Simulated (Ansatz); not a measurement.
# FH6InO2Si2: a ladder of functionals and wavefunction methods

Aim: compute FH6InO2Si2 with functionals from several rungs and with coupled cluster, and see how far each lands from CCSD(T) at the basis-set limit for the atomisation energy.

Method: functionals in def2-TZVPP, the program's frozen cores in correlated methods; program: Ansatz 0.2.0, Gaussian basis.

Plan: PBE-D4, r2SCAN-D4, PBE0-D4, B3LYP-D4, ωB97X-V, ωB97M-V, B2PLYP; CCSD(T)/def2-TZVPP; MP2/def2-QZVPP; extrapolation to the limit.

### 1 The geometry

The geometry comes from an earlier relaxation with PBE0-D4 in a triple-zeta def2 set; it is a stationary point, not always the lowest conformer. In takes the def2 core potential; no spin-orbit term is included.

12 atoms, charge 0, spin multiplicity 1.

Atoms are counted from 1 here; the program's logs count them from 0.

Bond lengths: F1–In2 1.923 Å, In2–O3 1.952 Å, In2–O5 1.952 Å, O3–Si4 1.639 Å, Si4–H7 1.492 Å, Si4–H8 1.488 Å, Si4–H9 1.485 Å, O5–Si6 1.639 Å, Si6–H10 1.492 Å, Si6–H11 1.488 Å, Si6–H12 1.485 Å. Angles: F1–In2–O3 118.2°, F1–In2–O5 118.2°, O3–In2–O5 123.6°, In2–O3–Si4 134.4°, O3–Si4–H7 110.9°, O3–Si4–H8 110.8°, O3–Si4–H9 108.6°, H7–Si4–H8 108.1°, H7–Si4–H9 109.1°, H8–Si4–H9 109.4°, In2–O5–Si6 134.5°, O5–Si6–H10 110.9°, O5–Si6–H11 110.7°, O5–Si6–H12 108.6°, H10–Si6–H11 108.1°, H10–Si6–H12 109.1°, H11–Si6–H12 109.4°.

### 2 PBE-D4 (GGA)

in.yaml reads:

```yaml
crystal:
  periodic: [false, false, false]
  atoms:
    - {symbol: F, position_ang: [-2.688555, -1.593681, 2.200152]}
    - {symbol: In, position_ang: [-1.335753, -0.790959, 1.094158]}
    - {symbol: O, position_ang: [-1.228443, 1.157351, 1.035010]}
    - {symbol: Si, position_ang: [-0.323694, 2.230183, 0.188992]}
    - {symbol: O, position_ang: [-0.144375, -1.969873, 0.093537]}
    - {symbol: Si, position_ang: [1.158396, -1.735743, -0.872217]}
    - {symbol: H, position_ang: [-0.054843, 1.727643, -1.189473]}
    - {symbol: H, position_ang: [0.984022, 2.462831, 0.859729]}
    - {symbol: H, position_ang: [-1.067868, 3.512059, 0.102343]}
    - {symbol: H, position_ang: [1.959178, -0.565367, -0.409529]}
    - {symbol: H, position_ang: [0.734970, -1.481099, -2.275732]}
    - {symbol: H, position_ang: [2.006956, -2.953355, -0.826980]}
basis:
  gaussian: {orbitals: def2-TZVPP}
hamiltonian: {xc: pbe, dispersion: d4}
output: {forces: true, orbitals: {seedname: orbitals}}
```

Command:

```console
ansatz run in.yaml --threads 2 --pin off --events-out ev --progress --plain --max-ram 22528MiB --backend cuda --devices 0, --max-vram 18GiB
```

Further steps of the session: r2SCAN-D4 (meta-GGA); PBE0-D4 (hybrid); B3LYP-D4 (hybrid); ωB97X-V (range-separated); ωB97M-V (range-separated); B2PLYP (double hybrid); CCSD(T) in def2-TZVPP; MP2 in def2-QZVPP.

Before running them: what should the planned runs give, taken together? Wanted: atomisation energy, CCSD(T)/CBS; farthest; mean size of error, hybrid; mean size of error, range-separated; gap, smallest and largest; T1 diagnostic; triples share of the correlation energy.

**Answer**, as computed:

| quantity | value |
| --- | --- |
| atomisation energy, CCSD(T)/CBS | 3937.8 kJ/mol |
| functionals within 39.4 kJ/mol (1.0 %) | ωB97X-V |
| farthest | PBE0-D4 (-137.7 kJ/mol) |
| mean size of error, hybrid | 111.8 kJ/mol |
| mean size of error, range-separated | 27.3 kJ/mol |
| gap, smallest and largest | 3.62 eV (PBE-D4), 10.49 eV (ωB97X-V) |
| T1 diagnostic | 0.0159 |
| triples share of the correlation energy | 3.3 % |

What this shows: PBE-D4 is off by -65.5 kJ/mol. Double hybrids carry the basis error of their MP2 part in triple zeta, and no dispersion term here, so their miss is partly the set-up's. Misses under about 39.4 kJ/mol are within the doubt on the reference itself, which lacks core-valence correlation, spin-orbit coupling and higher excitations, and its outer-core shells are covered unevenly. All levels share the lack of spin-orbit coupling, which lowers the free heavy atoms and so the true binding. Hartree-Fock recovers 71 % of the binding; the rest is correlation. Orbital gaps span 3.6 to 10.5 eV; exact exchange widens them. Correlated methods include outer-core shells of In, which these sets cover unevenly.
